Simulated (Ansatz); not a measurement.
# KBr3: the cost of one run

Method: DFT PBE, scalar-relativistic, plane waves, PAW, in Ansatz 0.2.0.

## Step 1: The starting structure

The structure is hexagonal, space group P6_3/m (No. 176). The conventional cell has a = 6.711 Å, b = 6.711 Å, c = 7.229 Å, α = 90.00°, β = 90.00°, γ = 120.00°. Around K (site symmetry -6) lie 3 Br at 1.94 Å. Around Br (site symmetry m) lie 1 K at 1.94 Å.

Structure file:

```cif
data_structure
_symmetry_space_group_name_H-M 'P6_3/m'
_symmetry_Int_Tables_number 176
_cell_length_a 6.7107
_cell_length_b 6.7107
_cell_length_c 7.2295
_cell_angle_alpha 90.000
_cell_angle_beta 90.000
_cell_angle_gamma 120.000
_cell_volume 281.95
loop_
_atom_site_label
_atom_site_type_symbol
_atom_site_symmetry_multiplicity
_atom_site_Wyckoff_symbol
_atom_site_fract_x
_atom_site_fract_y
_atom_site_fract_z
_atom_site_occupancy
K1 K 2 c 0.33333 0.66667 0.25000 1
Br1 Br 6 h 0.04550 0.37630 0.25000 1
```

This is candidate A: BCl3 type (P6_3/m, No. 176).

(A quick probe on a coarse mesh, which set the mesh and smearing, is not shown.)

## Step 3: Coarse relaxation (candidate A)

Input file input.yaml:

```yaml
crystal:
  lattice:
    - [6.7106940808, 0.0, 0.0]
    - [-3.3553470405, 5.8116315511, 0.0]
    - [0.0, 0.0, 7.2294506868]
  atoms:
    - { symbol: K, position: [0.3333333333, 0.6666666667, 0.25] }
    - { symbol: K, position: [0.6666666667, 0.3333333333, 0.75] }
    - { symbol: Br, position: [0.0455, 0.3763, 0.25] }
    - { symbol: Br, position: [0.6692, 0.0455, 0.75] }
    - { symbol: Br, position: [0.6237, 0.6692, 0.25] }
    - { symbol: Br, position: [0.9545, 0.6237, 0.75] }
    - { symbol: Br, position: [0.3308, 0.9545, 0.25] }
    - { symbol: Br, position: [0.3763, 0.3308, 0.75] }
basis:
  ecutwfc: 420
kpoints:
  mp_grid: { grid: [3, 3, 4] }
hamiltonian:
  xc: pbe
scf:
  occupations: { method: gaussian, width: 0.1 }
  lower_state_search: "off"
output:
  forces: true
  stress: true
  eigenvalues: true
relax:
  adjacent_minimum: "off"
  f_tol: 0.04
  max_steps: 70
  cell: { stress_tol: 0.4 }
```

Started as:

```console
> ansatz run input.yaml --threads 1 --pin off --max-ram 2560MiB --backend cpu --events-out ev --progress --plain --runs-dir out
```

Q: Estimate wall time and peak memory on 1 thread of Arm Neoverse V1, shared host.

About 74 s, with a peak of 0.48 GiB.
